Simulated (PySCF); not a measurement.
**Al(OH)3: singlet, from a trigonal planar start**

The task is one start of a wider search on Al(OH)3: the singlet, from a trigonal planar start. It is relaxed, tested by its Hessian and followed downhill if it is a saddle.

Program: PySCF 2.14.0. Level of theory: BP86, basis Al def2-TZVP, O def2-TZVP, H def2-TZVP, no relativity, density fitting. These are calculated values, not measurements.

### Step 1. Starting geometry

7 atoms, charge 0, spin multiplicity 1.

Bond lengths: Al1–O2 1.890 Å, Al1–O3 1.890 Å, Al1–O4 1.890 Å, O2–H5 0.960 Å, O3–H6 0.960 Å, O4–H7 0.960 Å. Angles: O2–Al1–O3 120.0°, O2–Al1–O4 120.0°, O3–Al1–O4 120.0°, Al1–O2–H5 130.0°, Al1–O3–H6 130.0°, Al1–O4–H7 130.0°.

Coordinates in bohr (charge 0 multiplicity 1):
```
Al    0.0000    0.0000    0.0000
O     3.5716    0.0000    0.0000
O    -1.7858    3.0931    0.0000
O    -1.7858   -3.0931    0.0000
H     4.7377   -1.3897    0.0000
H    -1.1654    4.7978    0.0000
H    -3.5724   -3.4081    0.0000
```

### Step 2. Relaxation: trigonal planar start, singlet

The steps below are one call of a driver around PySCF. For each, scf.py gives the equivalent set-up of the SCF; relaxations use the driver's own optimiser. Before each start the driver seeks the lowest SCF state from one or more starting densities and follows internal instabilities, so scf.py alone need not reach the same state.

The program finds C3h symmetry in the start, which this walk keeps. The walk stops when the largest gradient is under 0.0003 Eh/bohr and the energy has settled too.

Input file scf.py:

```python
from pyscf import gto, scf, dft
mol = gto.M(atom='''
Al    -0.000000    -0.000000     0.000000
O      1.890007    -0.000000     0.000000
O     -0.945003     1.636794     0.000000
O     -0.945003    -1.636794     0.000000
H      2.507093    -0.735386     0.000000
H     -0.616684     2.538899     0.000000
H     -1.890409    -1.803513     0.000000''',
    basis={'Al': 'def2-TZVP', 'O': 'def2-TZVP', 'H': 'def2-TZVP'},
    charge=0, spin=0)
mf = dft.RKS(mol, xc='B88,P86')
mf.grids.atom_grid = (50, 194)
aux = {'Al': 'def2-universal-JKFIT', 'O': 'def2-universal-JKFIT', 'H': 'def2-universal-JKFIT'}
mf = mf.density_fit(auxbasis=aux)
mf.kernel()
```

Further steps of the session: Vibrations and properties at this point.

Q: Predict the outcome of this session. Wanted: minimum; geometry; wavenumbers; dipole moment; highest occupied, lowest empty level; polar-tensor charge of Al1; zero-point energy; atomisation energy.

As calculated:

```
                                 quantity                                                                                                    value
                                  minimum                                                                                             singlet, C3h
                                 geometry                              Al–O 1.708 Å (×3), O–H 0.968 Å (×3); Al–O–H 120.6° (×3), O–Al–O 120.0° (×3)
                       wavenumbers (cm⁻¹)  215 (e'), 272 (a''), 300 (a''), 345 (e''), 628 (a'), 654 (e'), 691 (a'), 907 (e'), 3785 (e'), 3785 (a')
                            dipole moment                                                                                                   0.00 D
     highest occupied, lowest empty level                                                                                          -7.40, -1.43 eV
               polar-tensor charge of Al1                                                                                                  +1.57 e
                        zero-point energy                                                                                             104.6 kJ/mol
                      entropy at 298.15 K                                                                                          306.3 J/(mol K)
atomisation energy (no zero-point energy)                                                                                              2819 kJ/mol
```

**Reading.** The molecule stays C3h, as typed, and the end point is a minimum. The strongest infrared band lies at 654 cm⁻¹ (e'). Al1 has a polar-tensor charge of +1.6 e (a dipole derivative, not a static charge), yet symmetry cancels the bond dipoles. Other starts or spin states, not run here, may lie lower.
